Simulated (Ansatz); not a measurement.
# C₃H₆BFSi: one species, many methods

One table from this session's results is given with a row withheld; the runs are named, their logs left out.

Computed with Ansatz 0.2.0, Gaussian basis. Level: functionals in def2-TZVPP, the program's frozen cores in correlated methods.

The runs, in order: PBE-D4, r2SCAN-D4, PBE0-D4, B3LYP-D4, ωB97X-V, ωB97M-V, B2PLYP; CCSD(T)/def2-TZVPP; MP2/def2-QZVPP; extrapolation to the limit.

### Structure used throughout

The geometry comes from an earlier relaxation with PBE0-D4 in a triple-zeta def2 set; it is a stationary point, not always the lowest conformer.

12 atoms, charge 0, spin multiplicity 1.

Atoms are counted from 1 here; the program's logs count them from 0.

Bond lengths: C1–C2 1.298 Å, C1–H7 1.084 Å, C1–H8 1.084 Å, C2–C3 1.309 Å, C3–Si4 1.875 Å, C3–B5 1.542 Å, Si4–H9 1.484 Å, Si4–H10 1.486 Å, Si4–H11 1.486 Å, B5–F6 1.328 Å, B5–H12 1.197 Å. Angles: C2–C1–H7 120.9°, C2–C1–H8 120.9°, H7–C1–H8 118.2°, C1–C2–C3 179.8°, C2–C3–Si4 119.8°, C2–C3–B5 117.4°, Si4–C3–B5 122.8°, C3–Si4–H9 109.2°, C3–Si4–H10 109.9°, C3–Si4–H11 109.9°, H9–Si4–H10 109.7°, H9–Si4–H11 109.7°, H10–Si4–H11 108.6°, C3–B5–F6 118.8°, C3–B5–H12 123.4°, F6–B5–H12 117.8°.

Set-up of the first run:

File in.yaml:

```yaml
crystal:
  periodic: [false, false, false]
  atoms:
    - {symbol: C, position_ang: [0.604463, -1.385031, -1.836361]}
    - {symbol: C, position_ang: [0.325950, -0.542199, -0.889881]}
    - {symbol: C, position_ang: [0.046612, 0.311264, 0.063066]}
    - {symbol: Si, position_ang: [-0.840531, -0.273715, 1.607335]}
    - {symbol: B, position_ang: [0.475052, 1.777217, -0.150010]}
    - {symbol: F, position_ang: [0.205405, 2.667326, 0.797886]}
    - {symbol: H, position_ang: [-0.095369, -1.565123, -2.644787]}
    - {symbol: H, position_ang: [1.543546, -1.927139, -1.840240]}
    - {symbol: H, position_ang: [-1.107548, -1.729485, 1.494852]}
    - {symbol: H, position_ang: [0.001016, -0.010529, 2.802951]}
    - {symbol: H, position_ang: [-2.123332, 0.459669, 1.760563]}
    - {symbol: H, position_ang: [1.041835, 2.162445, -1.131472]}
basis:
  gaussian: {orbitals: def2-TZVPP}
hamiltonian: {xc: pbe, dispersion: d4}
output: {forces: true, orbitals: {seedname: orbitals}}
```

On the command line:

```
> ansatz run in.yaml --threads 4 --pin off --events-out ev --progress --plain --max-ram 10444MiB
```

Steps of the session up to this table: PBE-D4 (GGA); r2SCAN-D4 (meta-GGA); PBE0-D4 (hybrid); B3LYP-D4 (hybrid); ωB97X-V (range-separated); ωB97M-V (range-separated); B2PLYP (double hybrid); CCSD(T) in def2-TZVPP; MP2 in def2-QZVPP.

One of the session's tables, all rows but one given; the rest of the session is left out.

| method | atomisation energy (kcal/mol) |
| --- | --- |
| PBE-D4 | 1186.0 |
| r2SCAN-D4 | 1167.3 |
| PBE0-D4 | 1165.7 |
| B3LYP-D4 | 1162.7 |
| ωB97X-V | 1160.3 |
| ωB97M-V | 1163.0 |
| B2PLYP | 1150.8 |
| HF/def2-TZVPP | 878.4 |
| MP2/def2-TZVPP | 1152.3 |
| CCSD/def2-TZVPP | 1110.6 |
| CCSD(T)/def2-TZVPP | 1128.3 |
| MP2/CBS | ? |
| CCSD(T)/CBS | 1154.8 |

Q: Estimate the row for MP2/CBS from the others.

As computed: atomisation energy (kcal/mol): 1178.8. In the column «atomisation energy (kcal/mol)» it lies between r2SCAN-D4 (1167.3) and PBE-D4 (1186.0).

Caveats from the session: Free atoms (3 C, 1 Si, 1 B, 1 F, 6 H) were run apart at each level; the atomisation energy is their sum less the molecule, without zero-point or spin-orbit terms.
